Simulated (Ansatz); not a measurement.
# Ni: the cost of one run

Method: DFT PBE, scalar-relativistic, plane waves, PAW, in Ansatz 0.2.0.

27 further runs of the same task are left out: 27 set aside as unsound or not needed.

### 1 The structure to begin with

The structure is cubic, space group Fm-3m (No. 225). The conventional cell has a = 3.518 Å, b = 3.518 Å, c = 3.518 Å, α = 90.00°, β = 90.00°, γ = 90.00°. Around Ni (site symmetry m-3m) lie 12 Ni at 2.49 Å.

Structure file:

```cif
data_structure
_symmetry_space_group_name_H-M 'P 1'
_symmetry_Int_Tables_number 1
_cell_length_a 2.4878
_cell_length_b 2.4878
_cell_length_c 2.4878
_cell_angle_alpha 60.000
_cell_angle_beta 60.000
_cell_angle_gamma 60.000
_cell_volume 10.89
loop_
_atom_site_label
_atom_site_type_symbol
_atom_site_fract_x
_atom_site_fract_y
_atom_site_fract_z
_atom_site_occupancy
Ni1 Ni 0.00000 0.00000 0.00000 1
```

### 2 Volume 10.888 Å³ an atom, total moment held at 0.875 muB a cell

The input, input.yaml:

```yaml
crystal:
  lattice:
    - [0.0, 1.7591360705, 1.7591360705]
    - [1.7591360705, 0.0, 1.7591360705]
    - [1.7591360705, 1.7591360705, 0.0]
  atoms:
    - { symbol: Ni, position: [0.0, 0.0, 0.0], spin: 0.875 }
basis:
  ecutwfc: 520.0
kpoints:
  mp_grid: { grid: [24, 24, 24] }
hamiltonian:
  xc: pbe
  pseudopotentials: { kind: paw, azcp: { folder: soft_1 } }
scf:
  occupations: { method: gaussian, width: 0.15 }
  lower_state_search: "off"
output:
  forces: true
  stress: true
  eigenvalues: true
  populations: true
magnetization:
  spin_polarized: true
  initial_magnetization: 0.875
  spin_locking: { lock_magnetization: hard }
```

Command:

```bash
$ ansatz run input.yaml --threads 1 --pin off --max-ram 2048MiB --backend cpu --events-out ev --progress --plain --runs-dir out
```

What time and memory should one allow on 1 thread of Arm Neoverse N1, shared host?

About 25 s, with a peak of 0.38 GiB.
